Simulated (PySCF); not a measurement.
# Cl⁻: dipole response in aug-cc-pCVTZ-DK

Aim: the static polarisability and the C₆ coefficient of Cl⁻, method by method.

The numbers are computed with PySCF 2.14.0 (unrestricted determinants in a Gaussian basis, no spin-orbit coupling in the energies), except any that are marked as measured or tabulated.

## 1. The system

| Quantity | Value |
| --- | --- |
| Element | chlorine (Z = 17) |
| Basis | aug-cc-pCVTZ-DK (8s7p5d3f, 75 functions) |
| Hamiltonian | the spin-free X2C one-electron Hamiltonian (Gaussian nucleus) |
| State 1 | Cl⁻: [Ar], closed-shell 1S |
| Methods | UHF, PBE, PBE0, B3LYP, PW91 |

The outer shells:

Cl- [Ar]
```
[Ne] core
3s [↑↓]
3p [↑↓][↑↓][↑↓]
```

One driver process ran all states and methods and kept the integrals in memory. Each run is shown as a PySCF script that sums up its settings (the driver passes frozen orbitals as a list and adds second-order terms of double hybrids); the logs are those of the runs themselves. The driver starts from symmetry-adapted Hartree-Fock orbitals, holds the occupation by maximum overlap and uses a logarithmic radial grid for functionals, so a plain start would take other cycles.

The integrals over 75 functions and the set-up took 0.16 s of CPU time.

## 2. Cl⁻

Level: UHF.

input.py reads:

```python
from pyscf import gto, scf, dft, mp, cc
import basis_set_exchange as bse
mol = gto.M(atom="Cl 0 0 0", charge=-1, spin=0, symmetry="D2h",
            basis=gto.basis.parse(bse.get_basis("aug-cc-pCVTZ-DK", elements=["Cl"], fmt="nwchem")),
            nucmod="G")
mf = scf.UHF(mol).sfx2c1e()
mf.irrep_nelec = {'Ag': (3, 3), 'B1u': (2, 2), 'B2u': (2, 2), 'B3u': (2, 2)}
mf.kernel()
```

Output:

```text
damping factor = 0
level_shift factor = 0
DIIS = <class 'pyscf.scf.diis.CDIIS'>
diis_start_cycle = 1
diis_space = 10
diis_damp = 0
SCF conv_tol = 1e-09
SCF conv_tol_grad = None
number electrons alpha = 9  beta = 9
cycle= 1 E= -460.981687501404  delta_E= -1.85e-11  |g|= 1.88e-06  |ddm|= 1.76e-05
converged SCF energy = -460.981687501404  <S^2> = -3.1974423e-14  2S+1 = 1
```

It used 1.6 s of CPU time after the integrals (shared host).

Orbital energies by shell (radii are means over both spins):

```tsv
shell	electrons	mean orbital energy (eV)	spread (eV)	rms radius (bohr)
1s	2	-2854.0	0	0.105
2s	2	-280.17	0	0.479
2p	6	-209.45	0	0.451
3s	2	-20.131	0	1.73
3p	6	-4.076	0	2.26
```

⟨S²⟩ = 0.000, ⟨L²⟩ = 0.00.

The driver then solved the coupled dipole response at imaginary frequencies: mean α = 25.68 bohr³, C₆ = 222.3 au for a like pair.

Level: PBE.

Changes to input.py:

```diff
@@ -5,3 +5,3 @@
             nucmod="G")
-mf = scf.UHF(mol).sfx2c1e()
+mf = dft.UKS(mol, xc="PBE").sfx2c1e()
 mf.irrep_nelec = {'Ag': (3, 3), 'B1u': (2, 2), 'B2u': (2, 2), 'B3u': (2, 2)}
```

Output:

```text
damping factor = 0
level_shift factor = 0
DIIS = <class 'pyscf.scf.diis.CDIIS'>
diis_start_cycle = 1
diis_space = 10
diis_damp = 0
SCF conv_tol = 1e-09
SCF conv_tol_grad = None
number electrons alpha = 9  beta = 9
XC functionals = PBE
    J. P. Perdew, K. Burke, and M. Ernzerhof.,  Phys. Rev. Lett. 77, 3865 (1996)
    J. P. Perdew, K. Burke, and M. Ernzerhof.,  Phys. Rev. Lett. 78, 1396 (1997)
    J. P. Perdew, K. Burke, and M. Ernzerhof.,  Phys. Rev. Lett. 77, 3865 (1996)
    J. P. Perdew, K. Burke, and M. Ernzerhof.,  Phys. Rev. Lett. 78, 1396 (1997)
cycle= 1 E= -461.526175251473  delta_E= -0.0113  |g|= 0.00895  |ddm|= 0.27
cycle= 2 E= -461.526184490996  delta_E= -9.24e-06  |g|= 0.00506  |ddm|= 0.0214
cycle= 3 E= -461.526187238515  delta_E= -2.75e-06  |g|= 0.00445  |ddm|= 0.0131
cycle= 4 E= -461.526197185763  delta_E= -9.95e-06  |g|= 6.09e-05  |ddm|= 0.00583
cycle= 5 E= -461.526197186958  delta_E= -1.19e-09  |g|= 1.24e-05  |ddm|= 4.01e-05
cycle= 6 E= -461.526197187067  delta_E= -1.09e-10  |g|= 1.54e-06  |ddm|= 2.43e-05
converged SCF energy = -461.526197187067  <S^2> = -3.1974423e-14  2S+1 = 1
```

It used 0.29 s of CPU time after the integrals (shared host).

At PBE the highest occupied level has a positive energy, so only the finite basis holds that electron; in a density functional this comes from self-interaction and does not mean that the real anion is unbound.

Level: PBE0.

Changes to input.py:

```diff
@@ -5,3 +5,3 @@
             nucmod="G")
-mf = dft.UKS(mol, xc="PBE").sfx2c1e()
+mf = dft.UKS(mol, xc="PBE0").sfx2c1e()
 mf.irrep_nelec = {'Ag': (3, 3), 'B1u': (2, 2), 'B2u': (2, 2), 'B3u': (2, 2)}
```

Output:

```text
damping factor = 0
level_shift factor = 0
DIIS = <class 'pyscf.scf.diis.CDIIS'>
diis_start_cycle = 1
diis_space = 10
diis_damp = 0
SCF conv_tol = 1e-09
SCF conv_tol_grad = None
number electrons alpha = 9  beta = 9
XC functionals = PBE0
    C. Adamo and V. Barone.,  J. Chem. Phys. 110, 6158 (1999)
    M. Ernzerhof and G. E. Scuseria.,  J. Chem. Phys. 110, 5029 (1999)
cycle= 1 E= -461.557163216676  delta_E= -0.00552  |g|= 0.0135  |ddm|= 0.167
cycle= 2 E= -461.557139562418  delta_E= 2.37e-05  |g|= 0.0161  |ddm|= 0.0362
cycle= 3 E= -461.557262870785  delta_E= -0.000123  |g|= 0.000753  |ddm|= 0.021
cycle= 4 E= -461.557262937752  delta_E= -6.7e-08  |g|= 0.000182  |ddm|= 0.00154
cycle= 5 E= -461.557262958826  delta_E= -2.11e-08  |g|= 6.5e-06  |ddm|= 0.000256
cycle= 6 E= -461.557262958856  delta_E= -3.01e-11  |g|= 9.24e-08  |ddm|= 3.55e-05
converged SCF energy = -461.557262958856  <S^2> = -2.6645353e-14  2S+1 = 1
```

CPU time 2.5 s on a shared host, the integrals not counted.

The driver then solved the coupled dipole response at imaginary frequencies: mean α = 28.65 bohr³, C₆ = 255.3 au for a like pair.

Level: B3LYP.

Changes to input.py:

```diff
@@ -5,3 +5,3 @@
             nucmod="G")
-mf = dft.UKS(mol, xc="PBE0").sfx2c1e()
+mf = dft.UKS(mol, xc="B3LYP").sfx2c1e()
 mf.irrep_nelec = {'Ag': (3, 3), 'B1u': (2, 2), 'B2u': (2, 2), 'B3u': (2, 2)}
```

Output:

```text
damping factor = 0
level_shift factor = 0
DIIS = <class 'pyscf.scf.diis.CDIIS'>
diis_start_cycle = 1
diis_space = 10
diis_damp = 0
SCF conv_tol = 1e-09
SCF conv_tol_grad = None
number electrons alpha = 9  beta = 9
XC functionals = B3LYP
    P. J. Stephens, F. J. Devlin, C. F. Chabalowski, and M. J. Frisch.,  J. Phys. Chem. 98, 11623 (1994)
cycle= 1 E= -461.732863482241  delta_E= -0.00981  |g|= 0.0163  |ddm|= 0.221
cycle= 2 E= -461.732797104395  delta_E= 6.64e-05  |g|= 0.0192  |ddm|= 0.0339
cycle= 3 E= -461.7329554169  delta_E= -0.000158  |g|= 0.00124  |ddm|= 0.0249
cycle= 4 E= -461.732956241828  delta_E= -8.25e-07  |g|= 0.000185  |ddm|= 0.00192
cycle= 5 E= -461.732956262884  delta_E= -2.11e-08  |g|= 6.49e-06  |ddm|= 0.000295
cycle= 6 E= -461.732956262911  delta_E= -2.66e-11  |g|= 1.78e-07  |ddm|= 1.92e-05
converged SCF energy = -461.732956262911  <S^2> = -3.1974423e-14  2S+1 = 1
```

CPU time 2.7 s on a shared host, the integrals not counted.

The driver then solved the coupled dipole response at imaginary frequencies: mean α = 29.04 bohr³, C₆ = 259.0 au for a like pair.

Level: PW91.

Changes to input.py:

```diff
@@ -5,3 +5,3 @@
             nucmod="G")
-mf = dft.UKS(mol, xc="B3LYP").sfx2c1e()
+mf = dft.UKS(mol, xc="PW91,PW91").sfx2c1e()
 mf.irrep_nelec = {'Ag': (3, 3), 'B1u': (2, 2), 'B2u': (2, 2), 'B3u': (2, 2)}
```

Output:

```text
damping factor = 0
level_shift factor = 0
DIIS = <class 'pyscf.scf.diis.CDIIS'>
diis_start_cycle = 1
diis_space = 10
diis_damp = 0
SCF conv_tol = 1e-09
SCF conv_tol_grad = None
number electrons alpha = 9  beta = 9
XC functionals = PW91,PW91
    J. P. Perdew. In P. Ziesche and H. Eschrig, editors, Proceedings of the 75. WE-Heraeus-Seminar and 21st Annual International Symposium on Electronic Structure of Solids, 11. Berlin, 1991. Akademie Verlag.
    J. P. Perdew, J. A. Chevary, S. H. Vosko, K. A. Jackson, M. R. Pederson, D. J. Singh, and C. Fiolhais.,  Phys. Rev. B 46, 6671 (1992)
    J. P. Perdew, J. A. Chevary, S. H. Vosko, K. A. Jackson, M. R. Pederson, D. J. Singh, and C. Fiolhais.,  Phys. Rev. B 48, 4978 (1993)
    J. P. Perdew. In P. Ziesche and H. Eschrig, editors, Proceedings of the 75. WE-Heraeus-Seminar and 21st Annual International Symposium on Electronic Structure of Solids, 11. Berlin, 1991. Akademie Verlag.
    J. P. Perdew, J. A. Chevary, S. H. Vosko, K. A. Jackson, M. R. Pederson, D. J. Singh, and C. Fiolhais.,  Phys. Rev. B 46, 6671 (1992)
    J. P. Perdew, J. A. Chevary, S. H. Vosko, K. A. Jackson, M. R. Pederson, D. J. Singh, and C. Fiolhais.,  Phys. Rev. B 48, 4978 (1993)
cycle= 1 E= -461.705453951652  delta_E= -0.0126  |g|= 0.0112  |ddm|= 0.276
cycle= 2 E= -461.705491877073  delta_E= -3.79e-05  |g|= 0.0077  |ddm|= 0.0271
cycle= 3 E= -461.705501473455  delta_E= -9.6e-06  |g|= 0.00325  |ddm|= 0.0106
cycle= 4 E= -461.705507164881  delta_E= -5.69e-06  |g|= 0.00113  |ddm|= 0.00694
cycle= 5 E= -461.705508020568  delta_E= -8.56e-07  |g|= 7.79e-06  |ddm|= 0.0018
cycle= 6 E= -461.705508020581  delta_E= -1.38e-11  |g|= 7.15e-07  |ddm|= 1.17e-05
converged SCF energy = -461.705508020581  <S^2> = -3.1974423e-14  2S+1 = 1
```

CPU time 0.31 s on a shared host, the integrals not counted.

At PW91 the highest occupied level has a positive energy, so only the finite basis holds that electron; in a density functional this comes from self-interaction and does not mean that the real anion is unbound.

Radial density 4πr²ρ of Cl⁻ at UHF:

```tsv
r (bohr)	density
0.00190	0.166
0.00319	0.427
0.00537	1.08
0.00903	2.61
0.0152	5.83
0.0255	11.4
0.0430	17.8
0.0723	19.3
0.122	14.3
0.204	15.3
0.344	19.2
0.579	8.56
0.973	3.73
1.64	4.38
2.75	1.48
4.63	0.162
7.79	0.00443
```

## 3. The response side by side

Cl⁻, in atomic units:

```tsv
method	mean α	C₆ (like pair)	S(−4)
UHF	25.68	222.3	176.3
PBE0	28.65	255.3	243.1
B3LYP	29.04	259.0	258.4
```

α(iu) at B3LYP:

```tsv
u (hartree)	α(iu) (bohr³)
0	29.04
0.0500	28.41
0.100	26.79
0.200	22.37
0.300	18.20
0.500	12.07
0.750	7.568
1.00	5.066
1.50	2.671
2.00	1.640
3.00	0.8077
5.00	0.3330
```

## 4. What came out

| quantity | value |
| --- | --- |
| α of Cl⁻ | 25.68 (UHF) to 29.04 (B3LYP) bohr³ |

**Reading.** A single London oscillator with the computed α and C₆ of Cl⁻ at UHF would have ω = 4 C₆ / (3 α²) = 0.449 hartree. All values hold for this basis alone; no basis-set limit was taken.
